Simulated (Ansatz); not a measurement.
**Ge2PH (singlet): from Hartree-Fock to the top rungs, cc-pVDZ**

One table from this session's results is given with a row withheld; the runs are named, their logs left out.

Method: cc-pVDZ, core rule «outside noble gas», up to 33 orbitals frozen; program: Ansatz 0.2.0, Gaussian basis.

To be run: UHF; CCSD(T) on RHF; BCCD(T) on RHF; CISD; CCSDT(Q) on RHF; CASSCF and MRCISD+Q, 8 electrons in 8 orbitals; CASSCF and MRCISD+Q(relaxed), 8 electrons in 8 orbitals; CASSCF and NEVPT2, 8 electrons in 8 orbitals.

19 further runs of the same task are left out: 9 that didn't finish, 10 set aside as unsound or not needed.

**The system**

The geometry is a PBE0/def2-TZVP stationary point (not a proven minimum). No spin-orbit coupling is included. The filled d shell of Ge may be among the frozen orbitals whatever the setting's name suggests; the logs give the count.

4 atoms, charge 0, spin multiplicity 1.

Atoms are counted from 1 here; the program's logs count them from 0.

Bond lengths: Ge1–P2 2.301 Å, Ge1–Ge3 2.387 Å, P2–Ge3 2.211 Å, Ge3–H4 1.541 Å. Angles: P2–Ge1–Ge3 56.2°, Ge1–P2–Ge3 63.8°, Ge1–Ge3–P2 59.9°, Ge1–Ge3–H4 175.7°, P2–Ge3–H4 115.8°.

Set-up of the first run:

Contents of in.yaml:

```yaml
crystal:
  periodic: [false, false, false]
  atoms:
    - {symbol: Ge, position_ang: [0.000000, -0.305203, 1.231854]}
    - {symbol: P, position_ang: [0.000000, 1.576501, -0.092803]}
    - {symbol: Ge, position_ang: [0.000000, -0.363064, -1.154908]}
    - {symbol: H, position_ang: [0.000000, -0.284974, -2.693505]}
basis:
  gaussian: {orbitals: cc-pVDZ}
magnetization: {spin_polarized: true, initial_magnetization: 0}
hamiltonian: {xc: hf}
output: {orbitals: {seedname: orbitals}}
```

On the command line:

```sh
> ansatz run in.yaml --threads 1 --pin off --events-out ev --progress --plain --max-ram 2393MiB
```

Among the steps run: UHF; CCSD(T) on RHF; BCCD(T) on RHF; CISD; CCSDT(Q) on RHF; CASSCF and MRCISD+Q, 8 electrons in 8 orbitals; CASSCF and MRCISD+Q(relaxed), 8 electrons in 8 orbitals; CASSCF and NEVPT2, 8 electrons in 8 orbitals.

One of the session's tables, all rows but one given; the rest of the session is left out.

```
                    method  from RCCSDT(Q) (kJ/mol)
                       RHF                   +853.2
                      RMP2                   +127.8
                      CISD                   +155.0
                     RCCSD                    +53.1
                  RCCSD(T)                     +7.3
                   BCCD(T)                        ?
                    RCCSDT                     +4.9
                 RCCSDT(Q)                        0
           CASSCF frontier                   +669.0
           NEVPT2 frontier                   +120.6
           MRCISD frontier                    +90.9
         MRCISD+Q frontier                    +12.7
MRCISD+Q(relaxed) frontier                    +10.7
```

Estimate the missing values for BCCD(T).

**Answer.** from RCCSDT(Q) (kJ/mol): +6.9. In the column «from RCCSDT(Q) (kJ/mol)» it lies between RCCSDT (+4.9) and RCCSD(T) (+7.3).

With the free atoms at the same levels and basis (separate runs), the atomisation energy is 8.227 eV at RCCSDT(Q), 8.177 eV at RCCSD(T), 4.751 eV at RHF.
